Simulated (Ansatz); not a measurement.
Runs of Ansatz 0.2.0 on NbTe. Symmetry: P-6m2, No. 187, hexagonal system. Conventional cell: a = 3.703 Å, b = 3.703 Å, c = 3.694 Å, α = 90.00°, β = 90.00°, γ = 120.00°. Te (site symmetry -6m2) is surrounded by 6 Nb at 2.83 Å. Nb (site symmetry -6m2) has 6 Te at 2.83 Å as nearest neighbours. The cell comes from a database or a generator and needn't be the stable form of this composition.

```csv
task,level,spin,cell,k mesh,cutoff (eV),points for each segment of the path,gap on the mesh (eV),pressure (GPa),relaxed volume (Å³/atom)
relaxation of cell and atoms,revPBE,off,relaxed,8 × 8 × 7,420,-,none,0.0,(a)
relaxation of cell and atoms,BLYP,off,relaxed,8 × 8 × 7,420,-,none,0.0,(b)
band structure,BLYP,off,as given,8 × 8 × 7,420,14,none,6.6,-
band structure,r2SCAN,off,as given,8 × 8 × 7,500,14,none,-1.5,-
band structure,r2SCAN,"SOC, no magnetisation",as given,6 × 6 × 5,500,14,none,-1.4,-
```

Alike in all rows: potentials or basis Ansatz PAW; smearing fermi-dirac 0.05 eV.

Question: Estimate the missing entries.

Answer: (a) 22.08; (b) 23.28.

Caveats: the PAW data sets come from PBE, with cores solved anew for the run's functional, which leaves a small shift of forces and pressure; the plane-wave basis is chosen anew once the cell has moved, so the energies of steps on either side of that aren't comparable (some runs); spin-orbit coupling is left out, which moves the levels of the heavy elements (some runs).

A k mesh can miss the band edges, and rows without SOC leave out spin-orbit coupling on Nb, Te.

A gap of «none» marks a metal or a gap under the smearing width.

Runs at the PBE level aren't shown here.
